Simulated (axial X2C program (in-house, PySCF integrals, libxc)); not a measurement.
# A two-component session on YbC⁺: properties at the nuclei

Aim: properties at the nuclei of YbC⁺, with spin–orbit coupling in the Hamiltonian from the start.

The runs use an in-house X2C program for linear molecules on PySCF integrals; two-component X2C with atomic mean-field terms, Yb dyall-cv3z, C dyall-v3z.

All values are calculated.

## Step 1: Set-up

task.json reads:

```json
{
 "zs": [
  70,
  6
 ],
 "q": 1,
 "bas": [
  "dyall-cv3z",
  "dyall-v3z"
 ],
 "r0": 1.96,
 "levels": [
  "PBE0",
  "HF",
  "r2SCAN",
  "LDA",
  "PBE"
 ],
 "nst": 3
}
```

Keys: zs atomic numbers; q charge; bas basis sets; r0 starting distance in Å; levels methods (HF also brings MP2); nst determinants followed.

The run is started by

```sh
$ python soeom.py task.json out
```

After this run come: Expectation values, lowest determinant; Expectation values, a higher determinant; Expectation values, a higher determinant.

Q: Predict the outcome of this session. Wanted: lowest determinant; Eeff magnitude; Ws magnitude Yb; A∥/gI Yb; qzz Yb; higher determinant (for each run or level that gives them).

The runs gave:

| quantity | value |
| --- | --- |
| lowest determinant | Ω = 3/2 (excess of +ω over −ω: ω = 3/2) |
| Eeff magnitude (GV/cm), PBE0 | 12.4 |
| Ws magnitude Yb (kHz), PBE0 | 7.93 |
| A∥/gI Yb (MHz), PBE0 | 1020 |
| qzz Yb (a.u.), PBE0 | -2.72 |
| higher determinant | Ω = 1/2 (excess of +ω over −ω: 2 × ω = -1/2, ω = 3/2) |
| Eeff magnitude (GV/cm), PBE0, higher determinant | 15.3 |
| Ws magnitude Yb (kHz), PBE0, higher determinant | 27.3 |
| A∥/gI Yb (MHz), PBE0, higher determinant | -4480 |
| qzz Yb (a.u.), PBE0, higher determinant | -2.28 |
| higher determinant | Ω = 1/2 (excess of +ω over −ω: ω = 1/2) |
| Eeff magnitude (GV/cm), PBE0, higher determinant | 15 |
| Ws magnitude Yb (kHz), PBE0, higher determinant | 27.6 |
| A∥/gI Yb (MHz), PBE0, higher determinant | 3460 |
| qzz Yb (a.u.), PBE0, higher determinant | -2.51 |

**Reading.** In the first state, the effective field runs from 10.2 to 12.4 GV/cm over the mean-field levels. The expectation values come from single determinants, which for open shells can mix terms of unlike spin or miss the lowest Ω, so a determinant need not be a state. Eeff is the effective electric field on the electron dipole moment in this Ω state and Ws the scalar–pseudoscalar constant (defined with the proton number Z and per Ω); A∥ is the parallel hyperfine constant, which follows by multiplying with the nuclear g factor gI = μI/(I μN); qzz is the electric field gradient, eQq0 = 234.96 MHz × Q/barn × qzz. The operators were transformed with the bare-nucleus X2C matrices.
